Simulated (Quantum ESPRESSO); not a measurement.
# WS (Pm-3m) in Quantum ESPRESSO: a series of runs, part 3 of 4

Quantum ESPRESSO 7.5. Earlier steps stand in the parts before.

## Step 4: Phonons, PBEsol

pw.in reads:

```
&CONTROL
  calculation = 'scf'
  prefix = 'pwscf'
  outdir = './tmp'
  pseudo_dir = './pseudo'
  tprnfor = .true.
  tstress = .true.
  disk_io = 'low'
/
&SYSTEM
  ibrav = 0
  A = 3.44484848
  nat = 2
  ntyp = 2
  ecutwfc = 56
  ecutrho = 448
  nbnd = 16
  occupations = 'smearing'
  smearing = 'fd'
  degauss = 0.00367493
/
&ELECTRONS
  conv_thr = 4d-10
  electron_maxstep = 120
  mixing_beta = 0.5
/
ATOMIC_SPECIES
W    183.8400 w_pbesol_v1.2.uspp.F.UPF
S     32.0600 s_pbesol_v1.4.uspp.F.UPF
CELL_PARAMETERS alat
   1.0000000000    0.0000000000    0.0000000000
   0.0000000000    1.0000000000    0.0000000000
   0.0000000000    0.0000000000    1.0000000000
ATOMIC_POSITIONS alat
W      0.5000000000    0.5000000000    0.5000000000
S      0.0000000000    0.0000000000    0.0000000000
K_POINTS automatic
6 6 6 1 1 1
```

relax.in reads:

```
&CONTROL
  calculation = 'vc-relax'
  prefix = 'pwscf'
  outdir = './tmp'
  pseudo_dir = './pseudo'
  tprnfor = .true.
  tstress = .true.
  disk_io = 'low'
  nstep = 40
  forc_conv_thr = 0.0001
  etot_conv_thr = 1d-06
/
&SYSTEM
  ibrav = 0
  A = 3.44484848
  nat = 2
  ntyp = 2
  ecutwfc = 56
  ecutrho = 448
  nbnd = 16
  occupations = 'smearing'
  smearing = 'fd'
  degauss = 0.00367493
/
&ELECTRONS
  conv_thr = 4d-10
  electron_maxstep = 120
  mixing_beta = 0.5
/
&IONS
  ion_dynamics = 'bfgs'
/
&CELL
  cell_dynamics = 'bfgs'
  press = 0
  press_conv_thr = 0.2
/
ATOMIC_SPECIES
W    183.8400 w_pbesol_v1.2.uspp.F.UPF
S     32.0600 s_pbesol_v1.4.uspp.F.UPF
CELL_PARAMETERS alat
   1.0000000000    0.0000000000    0.0000000000
   0.0000000000    1.0000000000    0.0000000000
   0.0000000000    0.0000000000    1.0000000000
ATOMIC_POSITIONS alat
W      0.5000000000    0.5000000000    0.5000000000
S      0.0000000000    0.0000000000    0.0000000000
K_POINTS automatic
6 6 6 1 1 1
```

scf2.in reads:

```
&CONTROL
  calculation = 'scf'
  prefix = 'pwscf'
  outdir = './tmp'
  pseudo_dir = './pseudo'
  tprnfor = .true.
  tstress = .true.
  disk_io = 'low'
/
&SYSTEM
  ibrav = 0
  A = 2.97815046
  nat = 2
  ntyp = 2
  ecutwfc = 56
  ecutrho = 448
  nbnd = 16
  occupations = 'smearing'
  smearing = 'fd'
  degauss = 0.00367493
/
&ELECTRONS
  conv_thr = 1d-13
  electron_maxstep = 120
  mixing_beta = 0.5
  startingpot = 'file'
  startingwfc = 'file'
/
ATOMIC_SPECIES
W    183.8400 w_pbesol_v1.2.uspp.F.UPF
S     32.0600 s_pbesol_v1.4.uspp.F.UPF
CELL_PARAMETERS alat
   0.9999999984    0.0000000000    0.0000000000
   0.0000000000    0.9999999984    0.0000000000
   0.0000000000    0.0000000000    0.9999999984
ATOMIC_POSITIONS alat
W      0.4999999992    0.4999999992    0.4999999992
S      0.0000000000    0.0000000000    0.0000000000
K_POINTS automatic
6 6 6 1 1 1
```

ph.in reads:

```
phonons of WS
&INPUTPH
  prefix = 'pwscf'
  outdir = './tmp'
  tr2_ph = 1d-18
  fildyn = 'dyn'
  niter_ph = 90
  alpha_mix(1) = 0.4
/
0.0000000000 0.0000000000 0.0000000000
```

dynmat.in reads:

```
&INPUT
  fildyn = 'dyn'
  asr = 'crystal'
  filout = 'dynmat.disp'
  fileig = 'dynmat.eig'
/
```

Potentials or basis: GBRV 1.5 PBEsol.

Run with:

```console
OMP_NUM_THREADS=1 pw.x -in pw.in > pw.out
OMP_NUM_THREADS=1 pw.x -in relax.in > relax.out
OMP_NUM_THREADS=1 pw.x -in scf2.in > scf2.out
OMP_NUM_THREADS=1 ph.x -in ph.in > ph.out
OMP_NUM_THREADS=1 dynmat.x -in dynmat.in > dynmat.out
```

pw.out:

```text
This program is part of the open-source Quantum ESPRESSO suite
     for quantum simulation of materials; please cite
[... 9 lines left out ...]
     --------------------
     sticks:   dense  smooth     PW     G-vecs:    dense   smooth      PW
     Sum        1489     749    221                43867    15515    2517

     Using Slab Decomposition

     bravais-lattice index     =            0
     lattice parameter (alat)  =       6.5098  a.u.
     unit-cell volume          =     275.8716 (a.u.)^3
     number of atoms/cell      =            2
     number of atomic types    =            2
     number of electrons       =        20.00
     number of Kohn-Sham states=           16
     kinetic-energy cutoff     =      56.0000  Ry
     charge density cutoff     =     448.0000  Ry
     scf convergence threshold =      4.0E-10
     mixing beta               =       0.5000
     number of iterations used =            8  plain     mixing
     Exchange-correlation= SLA  PW   PSX  PSC
                           (   1   4  10   8   0   0   0)

     celldm(1)=   6.509820  celldm(2)=   0.000000  celldm(3)=   0.000000
     celldm(4)=   0.000000  celldm(5)=   0.000000  celldm(6)=   0.000000

     crystal axes: (cart. coord. in units of alat)
               a(1) = (   1.000000   0.000000   0.000000 )
               a(2) = (   0.000000   1.000000   0.000000 )
               a(3) = (   0.000000   0.000000   1.000000 )

     reciprocal axes: (cart. coord. in units 2 pi/alat)
               b(1) = (  1.000000  0.000000  0.000000 )
               b(2) = (  0.000000  1.000000  0.000000 )
               b(3) = (  0.000000  0.000000  1.000000 )

     PseudoPot. # 1 for W  read from file:
     w_pbesol_v1.2.uspp.F.UPF
     Pseudo is Ultrasoft + core correction, Zval = 14.0
     Generated by new atomic code, or converted to UPF format
     Using radial grid of  923 points,  8 beta functions with:
                l(1) =   0
                l(2) =   0
                l(3) =   0
                l(4) =   1
                l(5) =   1
                l(6) =   2
                l(7) =   2
                l(8) =   3
     Q(r) pseudized with  6 coefficients,  rinner =    1.350   1.350   1.350
                                                       1.350   1.350   1.350
                                                       1.350

     PseudoPot. # 2 for S  read from file:
     s_pbesol_v1.4.uspp.F.UPF
     Pseudo is Ultrasoft + core correction, Zval =  6.0
     Generated by new atomic code, or converted to UPF format
     Using radial grid of  907 points,  6 beta functions with:
                l(1) =   0
                l(2) =   0
                l(3) =   1
                l(4) =   1
                l(5) =   2
                l(6) =   2
     Q(r) pseudized with  8 coefficients,  rinner =    1.300   1.300   1.300
                                                       1.300   1.300

     atomic species   valence    mass     pseudopotential
     W                14.00   183.84000     W ( 1.00)
     S                 6.00    32.06000     S ( 1.00)

     48 Sym. Ops., with inversion, found

   Cartesian axes

     site n.     atom                  positions (alat units)
         1        W      tau(   1) = (   0.5000000   0.5000000   0.5000000  )
         2        S      tau(   2) = (   0.0000000   0.0000000   0.0000000  )

     number of k points=    10  Fermi-Dirac smearing, width (Ry)=  0.0037
                       cart. coord. in units 2pi/alat
        k(    1) = (   0.0833333   0.0833333   0.0833333), wk =   0.0740741
        k(    2) = (   0.0833333   0.0833333   0.2500000), wk =   0.2222222
        k(    3) = (   0.0833333   0.0833333   0.4166667), wk =   0.2222222
        k(    4) = (   0.0833333   0.2500000   0.2500000), wk =   0.2222222
        k(    5) = (   0.0833333   0.2500000   0.4166667), wk =   0.4444444
        k(    6) = (   0.0833333   0.4166667   0.4166667), wk =   0.2222222
        k(    7) = (   0.2500000   0.2500000   0.2500000), wk =   0.0740741
        k(    8) = (   0.2500000   0.2500000   0.4166667), wk =   0.2222222
        k(    9) = (   0.2500000   0.4166667   0.4166667), wk =   0.2222222
        k(   10) = (   0.4166667   0.4166667   0.4166667), wk =   0.0740741

     Dense  grid:    43867 G-vectors     FFT dimensions: (  45,  45,  45)

     Smooth grid:    15515 G-vectors     FFT dimensions: (  32,  32,  32)

     Initial potential from superposition of free atoms

     starting charge      19.8997, renormalised to      20.0000

     negative rho (up, down):  6.221E-02 0.000E+00
     Starting wfcs are   17 randomized atomic wfcs

     Self-consistent Calculation

     iteration #  1     ecut=    56.00 Ry     beta= 0.50
     Davidson diagonalization with overlap
     ethr =  1.00E-02,  avg # of iterations =  4.2

     Threshold (ethr) on eigenvalues was too large:
     Diagonalizing with lowered threshold

     Davidson diagonalization with overlap
     ethr =  3.32E-04,  avg # of iterations =  2.4

     negative rho (up, down):  6.413E-02 0.000E+00

     total energy              =    -182.82401125 Ry
     estimated scf accuracy    <       0.07165886 Ry

     iteration #  2     ecut=    56.00 Ry     beta= 0.50
     Davidson diagonalization with overlap
     ethr =  3.58E-04,  avg # of iterations =  2.6

     negative rho (up, down):  6.531E-02 0.000E+00

     total energy              =    -182.83429724 Ry
     estimated scf accuracy    <       0.06765566 Ry

     iteration #  3     ecut=    56.00 Ry     beta= 0.50
     Davidson diagonalization with overlap
     ethr =  3.38E-04,  avg # of iterations =  1.1

     negative rho (up, down):  6.666E-02 0.000E+00

     total energy              =    -182.84766228 Ry
     estimated scf accuracy    <       0.00240431 Ry

     iteration #  4     ecut=    56.00 Ry     beta= 0.50
     Davidson diagonalization with overlap
     ethr =  1.20E-05,  avg # of iterations =  4.8

     negative rho (up, down):  6.731E-02 0.000E+00

     total energy              =    -182.84802874 Ry
     estimated scf accuracy    <       0.00011296 Ry

     iteration #  5     ecut=    56.00 Ry     beta= 0.50
     Davidson diagonalization with overlap
     ethr =  5.65E-07,  avg # of iterations =  3.5

     negative rho (up, down):  6.716E-02 0.000E+00

     total energy              =    -182.84805207 Ry
     estimated scf accuracy    <       0.00000480 Ry

     iteration #  6     ecut=    56.00 Ry     beta= 0.50
     Davidson diagonalization with overlap
     ethr =  2.40E-08,  avg # of iterations =  4.0

     negative rho (up, down):  6.700E-02 0.000E+00

     total energy              =    -182.84805451 Ry
     estimated scf accuracy    <       0.00000025 Ry

     iteration #  7     ecut=    56.00 Ry     beta= 0.50
     Davidson diagonalization with overlap
     ethr =  1.25E-09,  avg # of iterations =  2.5

     negative rho (up, down):  6.700E-02 0.000E+00

     total energy              =    -182.84805458 Ry
     estimated scf accuracy    <       0.00000002 Ry

     iteration #  8     ecut=    56.00 Ry     beta= 0.50
     Davidson diagonalization with overlap
     ethr =  1.18E-10,  avg # of iterations =  2.7

     negative rho (up, down):  6.700E-02 0.000E+00

     total energy              =    -182.84805459 Ry
     estimated scf accuracy    <          8.4E-10 Ry

     iteration #  9     ecut=    56.00 Ry     beta= 0.50
     Davidson diagonalization with overlap
     ethr =  4.18E-12,  avg # of iterations =  4.1

     negative rho (up, down):  6.700E-02 0.000E+00

     End of self-consistent calculation

          k = 0.0833 0.0833 0.0833 (  1947 PWs)   bands (ev):

   -62.9429 -26.9762 -26.9757 -26.9757  -2.3816   8.3630   8.7447   8.7447
    10.3409  10.3409  11.9257  12.6287  12.6287  13.4021  20.2842  20.2842

          k = 0.0833 0.0833 0.2500 (  1953 PWs)   bands (ev):

   -62.9419 -27.0109 -26.9730 -26.9728  -2.0123   6.4468   8.6775   8.7998
    10.1553  11.4201  12.1842  12.9343  13.3605  14.5835  19.2227  19.8301

          k = 0.0833 0.0833 0.4167 (  1955 PWs)   bands (ev):

   -62.9410 -27.0458 -26.9701 -26.9698  -1.5656   5.0410   8.5252   8.8247
    10.1950  12.4719  12.8405  13.2871  14.1301  15.4627  17.3264  18.2952

          k = 0.0833 0.2500 0.2500 (  1940 PWs)   bands (ev):

   -62.9410 -27.0082 -27.0069 -26.9700  -1.7202   6.5012   7.5224   8.8801
    10.5160  11.6715  12.1006  12.5211  13.5712  15.1544  19.0527  20.1584

          k = 0.0833 0.2500 0.4167 (  1958 PWs)   bands (ev):

   -62.9400 -27.0419 -27.0041 -26.9671  -1.3827   5.6825   7.6112   9.1045
    10.3691  11.7441  12.1431  13.1521  13.5179  15.0422  18.0611  19.9960

          k = 0.0833 0.4167 0.4167 (  1959 PWs)   bands (ev):

   -62.9390 -27.0382 -27.0379 -26.9642  -1.1817   6.5040   6.8722   9.4715
     9.7917  11.5874  11.5971  12.6750  13.5529  14.6282  19.0922  19.7192

          k = 0.2500 0.2500 0.2500 (  1926 PWs)   bands (ev):

   -62.9400 -27.0054 -27.0036 -27.0036  -1.4592   7.0651   7.3959   7.3959
    11.2075  11.2075  12.0994  13.5055  13.5055  14.4689  19.7686  19.7686

          k = 0.2500 0.2500 0.4167 (  1951 PWs)   bands (ev):

   -62.9390 -27.0382 -27.0014 -27.0004  -1.1601   6.1283   7.2544   8.1184
    11.0834  11.2104  11.7174  13.5129  14.3411  15.0365  18.0111  18.2465

          k = 0.2500 0.4167 0.4167 (  1950 PWs)   bands (ev):

   -62.9381 -27.0347 -27.0344 -26.9977  -0.9086   6.5000   6.5972   7.7703
    10.6560  11.9241  12.1392  13.7517  14.0342  14.9866  17.3565  17.8673

          k = 0.4167 0.4167 0.4167 (  1932 PWs)   bands (ev):

   -62.9371 -27.0312 -27.0309 -27.0309  -0.5887   6.3496   6.3496   6.6054
    12.2970  12.7468  12.7468  14.3561  14.3561  15.1731  15.9575  15.9575

     the Fermi energy is    11.9239 ev

!    total energy              =    -182.84805459 Ry
     estimated scf accuracy    <          6.1E-11 Ry
     smearing contrib. (-TS)   =      -0.00140698 Ry
     internal energy E=F+TS    =    -182.84664761 Ry

     The total energy is F=E-TS. E is the sum of the following terms:
     one-electron contribution =     -38.01491129 Ry
     hartree contribution      =      25.82088535 Ry
     xc contribution           =     -48.84000047 Ry
     ewald contribution        =    -121.81262120 Ry

     convergence has been achieved in   9 iterations

     negative rho (up, down):  6.700E-02 0.000E+00

     Forces acting on atoms (cartesian axes, Ry/au):

     atom    1 type  1   force =     0.00000000    0.00000000    0.00000000
     atom    2 type  2   force =     0.00000000    0.00000000    0.00000000

     Total force =     0.000000     Total SCF correction =     0.000000

     Computing stress (Cartesian axis) and pressure

     negative rho (up, down):  6.700E-02 0.000E+00
          total   stress  (Ry/bohr**3)                   (kbar)     P=     -400.46
  -0.00272227   0.00000000   0.00000000         -400.46        0.00        0.00
   0.00000000  -0.00272227   0.00000000            0.00     -400.46        0.00
   0.00000000   0.00000000  -0.00272227            0.00        0.00     -400.46

=------------------------------------------------------------------------------=
   JOB DONE.
=------------------------------------------------------------------------------=
```

Wall time 2.4 min (1 thread of AMD EPYC 9R45 (Zen 5), shared host); peak memory 0.35 GiB.

What came out:

```yaml
Free_energy: -2490.5922 eV
Relaxed_volume: 13.21 Å³/atom
Relaxed_cell: a = 2.978 Å, b = 2.978 Å, c = 2.978 Å, α = 90.00°, β = 90.00°, γ = 90.00°
Space_group_after_relaxing_to_0.05_Å: Pm-3m (No. 221)
Pressure_after_relaxing: 0.1 GPa
Band_gap_on_the_k_mesh: none (metal or under the smearing width)
Highest_phonon_frequency_at_Γ: 216 cm⁻¹
```

The path:
```tsv
step	energy change (eV)	largest force (eV/Å)	pressure (GPa)	volume (Å³)
1	0.0000	0.0000	-40.05	40.88
2	-1.9109	0.0000	-35.21	33.09
3	-2.4524	0.0000	43.79	23.36
4	-2.7603	0.0000	-12.96	27.91
5	-2.8211	0.0000	-3.03	26.72
6	-2.8240	0.0000	0.34	26.38
7	-2.8241	0.0000	-0.01	26.42
8	-2.8241	0.0000	0.00	26.41
```

Final structure:
```
W S
1.0
     2.97815    0.00000    0.00000
     0.00000    2.97815    0.00000
     0.00000    0.00000    2.97815
W S
1 1
Direct
  0.50000 0.50000 0.50000
  0.00000 0.00000 0.00000
```

Levels at points of the mesh, in eV from the Fermi level:
| k point | band 8 | band 9 | band 10 | band 11 | band 12 | band 13 |
| --- | --- | --- | --- | --- | --- | --- |
| (0.08, 0.08, 0.08) | -4.19 | -2.31 | -2.31 | 1.36 | 1.36 | 1.90 |

Phonon frequencies in cm⁻¹ (negative: imaginary):
```csv
q point,frequencies
"(0.000, 0.000, 0.000)",-7 -7 -7 216 216 216
```

Optical modes at Γ, degenerate ones joined:
```csv
cm⁻¹,components,symmetry,active in
216,3,T1u,IR
```

Caveat: the k mesh is coarse; the mesh is thin for the phonons of a metal; the volume moved by over 15 % at a fixed basis, so the end points are rough. The run has no spin-orbit coupling, so splittings on W are missing.

(Continued in part 4 of 4.)
